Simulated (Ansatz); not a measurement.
# C₂H₅AlN₂: one species, many methods

Aim: compute C₂H₅AlN₂ with functionals from several rungs and with coupled cluster, and see how far each lands from CCSD(T) at the basis-set limit for the atomisation energy.

Method: functionals in def2-TZVPP, the program's frozen cores in correlated methods; program: Ansatz 0.2.0, Gaussian basis.

Plan: LDA (SPW92), PBE-D4, revPBE-D4, BLYP-D4, r2SCAN-D4, B97M-V, PBE0-D4, B3LYP-D4, r2SCANh-D4, r2SCAN0-D4, HSE06-D4, BHLYP-D4, CAM-B3LYP-D4, LC-ωPBE, ωB97X-V, ωB97M-V, B2PLYP, PBE-QIDH; CCSD(T)/def2-SVP; CCSD(T)/def2-TZVPP; MP2/def2-QZVPP; extrapolation to the limit; RPA on PBE.

### 1 The relaxed structure

An earlier PBE0-D4 in a triple-zeta def2 set relaxation fixed the geometry.

10 atoms, charge 0, spin multiplicity 1.

Atoms are counted from 1 here; the program's logs count them from 0.

Bond lengths: N1–C2 1.333 Å, N1–H6 1.008 Å, N1–H7 1.008 Å, C2–C3 1.219 Å, C3–Al4 1.883 Å, Al4–N5 1.767 Å, Al4–H8 1.580 Å, N5–H9 1.007 Å, N5–H10 1.007 Å. Angles: C2–N1–H6 116.8°, C2–N1–H7 116.9°, H6–N1–H7 113.9°, N1–C2–C3 177.6°, C2–C3–Al4 178.1°, C3–Al4–N5 119.1°, C3–Al4–H8 122.6°, N5–Al4–H8 118.3°, Al4–N5–H9 124.5°, Al4–N5–H10 125.0°, H9–N5–H10 110.5°.

### 2 LDA

This LDA is Slater exchange with PW92 correlation.

in.yaml reads:

```yaml
crystal:
  periodic: [false, false, false]
  atoms:
    - {symbol: N, position_ang: [1.964372, -0.935321, -2.003259]}
    - {symbol: C, position_ang: [1.077640, -0.681063, -1.041423]}
    - {symbol: C, position_ang: [0.304272, -0.434674, -0.131858]}
    - {symbol: Al, position_ang: [-0.880659, -0.110301, 1.294567]}
    - {symbol: N, position_ang: [-1.574607, 1.503260, 1.485704]}
    - {symbol: H, position_ang: [2.113599, -1.903667, -2.239500]}
    - {symbol: H, position_ang: [1.964369, -0.316139, -2.798386]}
    - {symbol: H, position_ang: [-1.289395, -1.228980, 2.333107]}
    - {symbol: H, position_ang: [-2.214439, 1.766212, 2.216997]}
    - {symbol: H, position_ang: [-1.381952, 2.289472, 0.887050]}
basis:
  gaussian: {orbitals: def2-TZVPP}
hamiltonian: {xc: lda}
output: {orbitals: {seedname: orbitals}}
```

The runs that follow: PBE-D4 (GGA); revPBE-D4 (GGA); BLYP-D4 (GGA); r2SCAN-D4 (meta-GGA); B97M-V (meta-GGA); PBE0-D4 (hybrid); B3LYP-D4 (hybrid); r2SCANh-D4 (hybrid); r2SCAN0-D4 (hybrid); HSE06-D4 (hybrid); BHLYP-D4 (hybrid); CAM-B3LYP-D4 (range-separated); LC-ωPBE (range-separated); ωB97X-V (range-separated); ωB97M-V (range-separated); B2PLYP (double hybrid); PBE-QIDH (double hybrid); CCSD(T) in def2-SVP; CCSD(T) in def2-TZVPP; MP2 in def2-QZVPP; RPA on PBE orbitals.

Before running them: what should the planned runs give, taken together? Wanted: atomisation energy, CCSD(T)/CBS; farthest beyond LDA; mean size of error, GGA; mean size of error, meta-GGA; mean size of error, hybrid; mean size of error, range-separated; mean size of error, double hybrid; gap, smallest and largest; T1 diagnostic.

The runs gave:

```
                               quantity                                                      value
        atomisation energy, CCSD(T)/CBS                                             900.0 kcal/mol
functionals within 4.5 kcal/mol (0.5 %)  revPBE-D4, r2SCAN-D4, PBE0-D4, HSE06-D4, LC-ωPBE, ωB97X-V
                    farthest beyond LDA                                  BHLYP-D4 (-29.9 kcal/mol)
                mean size of error, GGA                                              13.2 kcal/mol
           mean size of error, meta-GGA                                               3.5 kcal/mol
             mean size of error, hybrid                                              11.5 kcal/mol
    mean size of error, range-separated                                               4.3 kcal/mol
      mean size of error, double hybrid                                               6.4 kcal/mol
              gap, smallest and largest                  4.22 eV (LDA (SPW92)), 10.80 eV (LC-ωPBE)
                          T1 diagnostic                                                     0.0130
triples share of the correlation energy                                                      4.3 %
```

What this shows: LDA overbinds by 140.5 kcal/mol (16 %). PBE-D4 is off by +28.0 kcal/mol. Double hybrids carry the basis error of their MP2 part in triple zeta, and no dispersion term here, so their miss is partly the set-up's. The rungs meta-GGA, range-separated miss on average by less than the doubt on the reference (4.5 kcal/mol), so they tie. The reference freezes the cores and leaves out relativity and excitations past (T), so misses under about 4.5 kcal/mol can't be ranked. Hartree-Fock recovers 68 % of the binding; the rest is correlation. CCSD(T) in def2-SVP is off by -60.5 kcal/mol, more than most functionals: a good method in a small basis is no reference. Orbital gaps span 4.2 to 10.8 eV; exact exchange widens them.
